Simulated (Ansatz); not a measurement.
# NbBiBr4: the cost of one run

Computed with Ansatz 0.2.0 (DFT PBE, scalar-relativistic, plane waves, PAW, unless a step's input says otherwise).

2 further runs of the same task are left out: 1 that didn't finish, 1 set aside as unsound or not needed.

### Step 1. Starting point

It takes space group P4/mmm (No. 123, tetragonal). The conventional cell has a = 4.454 Å, b = 4.454 Å, c = 7.677 Å, α = 90.00°, β = 90.00°, γ = 90.00°. Around Nb (site symmetry 4/mmm) lie 8 Br at 3.58 Å. Bi (site symmetry 4/mmm) has 6 Br at 2.13 to 2.23 Å in its first shell of neighbours. Br (site symmetry mmm) has 2 Bi at 2.23 Å in its first shell of neighbours. Around Br (site symmetry 4mm) lie 1 Bi at 2.13 Å.

As a file:

```cif
data_structure
_symmetry_space_group_name_H-M 'P4/mmm'
_symmetry_Int_Tables_number 123
_cell_length_a 4.4540
_cell_length_b 4.4540
_cell_length_c 7.6771
_cell_angle_alpha 90.000
_cell_angle_beta 90.000
_cell_angle_gamma 90.000
_cell_volume 152.30
loop_
_atom_site_label
_atom_site_type_symbol
_atom_site_symmetry_multiplicity
_atom_site_Wyckoff_symbol
_atom_site_fract_x
_atom_site_fract_y
_atom_site_fract_z
_atom_site_occupancy
Nb1 Nb 1 d 0.50000 0.50000 0.50000 1
Bi1 Bi 1 a 0.00000 0.00000 0.00000 1
Br1 Br 2 f 0.50000 0.00000 0.00000 1
Br2 Br 2 g 0.00000 0.00000 0.27700 1
```

(A quick probe on a coarse mesh, which set the mesh and smearing, is not shown.)

### Step 3. A loose first relaxation

The input, input.yaml:

```yaml
crystal:
  lattice:
    - [4.4539836246, 0.0, 0.0]
    - [0.0, 4.4539836246, 0.0]
    - [0.0, 0.0, 7.677053008]
  atoms:
    - { symbol: Nb, position: [0.5, 0.5, 0.5], spin: 3.83 }
    - { symbol: Bi, position: [0.0, 0.0, 0.0] }
    - { symbol: Br, position: [0.5, 0.0, 0.0] }
    - { symbol: Br, position: [0.0, 0.5, 0.0] }
    - { symbol: Br, position: [0.0, 0.0, 0.277] }
    - { symbol: Br, position: [0.0, 0.0, 0.723] }
basis:
  ecutwfc: 420
kpoints:
  mp_grid: { grid: [4, 4, 2] }
hamiltonian:
  xc: pbe
scf:
  occupations: { method: gaussian, width: 0.1 }
  lower_state_search: "off"
output:
  forces: true
  stress: true
  eigenvalues: true
  populations: true
magnetization:
  spin_polarized: true
relax:
  adjacent_minimum: "off"
  f_tol: 0.04
  max_steps: 70
  cell: { stress_tol: 0.4 }
```

Command:

```sh
> ansatz run input.yaml --threads 1 --pin off --max-ram 2560MiB --backend cpu --events-out ev --progress --plain --runs-dir out
```

What time and memory should one allow on 1 thread of Arm Neoverse V1, shared host?

About 3.1 min, with a peak of 0.65 GiB.
